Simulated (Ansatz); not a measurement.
# GePH₃ (triplet): from Hartree-Fock to the top rungs, cc-pVDZ

Aim: climb from Hartree-Fock through coupled cluster and multireference methods for GePH₃ (triplet) at one geometry and basis, and see what each rung misses.

The runs use Ansatz 0.2.0, Gaussian basis; cc-pVDZ, correlated electrons: outside noble gas.

Plan: UHF; CCSD(T) on ROHF; CCSD(T) on UHF; BCCD(T) on ROHF; CISD; CCSDT(Q) on ROHF; CCSDT(Q) on UHF; CASSCF and NEVPT2, 12 electrons in 11 orbitals.

## 1. The geometry

The geometry is a PBE0/def2-TZVP stationary point (not a proven minimum). No spin-orbit coupling is included. The filled d shell of Ge may be among the frozen orbitals whatever the setting's name suggests; the logs give the count.

5 atoms, charge 0, spin multiplicity 3.

Atoms are counted from 1 here; the program's logs count them from 0.

Bond lengths: Ge1–P2 2.312 Å, Ge1–H3 1.539 Å, Ge1–H4 1.539 Å, Ge1–H5 1.539 Å. Angles: P2–Ge1–H3 110.1°, P2–Ge1–H4 110.1°, P2–Ge1–H5 110.1°, H3–Ge1–H4 108.8°, H3–Ge1–H5 108.8°, H4–Ge1–H5 108.8°.

In the tables R marks a restricted open-shell determinant and U an unrestricted one; 'valence' is the active space of 12 electrons in 11 orbitals; correlation energies count from the lowest restricted Hartree-Fock solution.

## 2. UHF

Contents of in.yaml:

```yaml
crystal:
  periodic: [false, false, false]
  atoms:
    - {symbol: Ge, position_ang: [-0.656484, -0.004808, 0.000881]}
    - {symbol: P, position_ang: [1.655316, 0.012124, -0.002222]}
    - {symbol: H, position_ang: [-1.195968, 1.436850, 0.003923]}
    - {symbol: H, position_ang: [-1.178396, -0.733455, 1.252326]}
    - {symbol: H, position_ang: [-1.181787, -0.729442, -1.251475]}
basis:
  gaussian: {orbitals: cc-pVDZ}
magnetization: {spin_polarized: true, initial_magnetization: 2}
hamiltonian: {xc: hf}
output: {orbitals: {seedname: orbitals}}
```

On the command line:

```
$ ansatz run in.yaml --threads 1 --pin off --events-out ev --progress --plain --max-ram 2393MiB
```

Further steps of the session: CCSD(T) on ROHF; CCSD(T) on UHF; BCCD(T) on ROHF; CISD; CCSDT(Q) on ROHF; CCSDT(Q) on UHF; CASSCF and NEVPT2, 12 electrons in 11 orbitals.

Before running them: what should the planned runs give, taken together? Wanted: correlation energy, UCCSDT(Q); RMP2 from UCCSDT(Q); UMP2 from UCCSDT(Q); RCCSD from UCCSDT(Q); RCCSD(T) from UCCSDT(Q); UCCSD(T) from UCCSDT(Q); RCCSDT(Q) from UCCSDT(Q); NEVPT2 valence from UCCSDT(Q); T1 diagnostic.

The runs gave:

```
                                      quantity                                                   value
                 correlation energy, UCCSDT(Q)                                              -6.2369 eV
                           RMP2 from UCCSDT(Q)                                         +29.93 kcal/mol
                           UMP2 from UCCSDT(Q)                                         +30.44 kcal/mol
                          RCCSD from UCCSDT(Q)                                          +4.25 kcal/mol
                       RCCSD(T) from UCCSDT(Q)                                          +0.88 kcal/mol
                       UCCSD(T) from UCCSDT(Q)                                          +0.86 kcal/mol
                      RCCSDT(Q) from UCCSDT(Q)                                          +0.01 kcal/mol
                 NEVPT2 valence from UCCSDT(Q)                                         +27.73 kcal/mol
levels of the table within 1 kcal/mol (43 meV)  RCCSD(T), UCCSD(T), BCCD(T), RCCSDT, UCCSDT, RCCSDT(Q)
                                 T1 diagnostic                                                   0.018
                effectively unpaired electrons                                                    2.02
```

RCCSD(T) misses by +0.88 kcal/mol, 0.6 % of the correlation energy. One determinant dominates. These misses are within one basis, not against nature; the frozen cores of restricted and unrestricted runs differ, which can shift their rows.
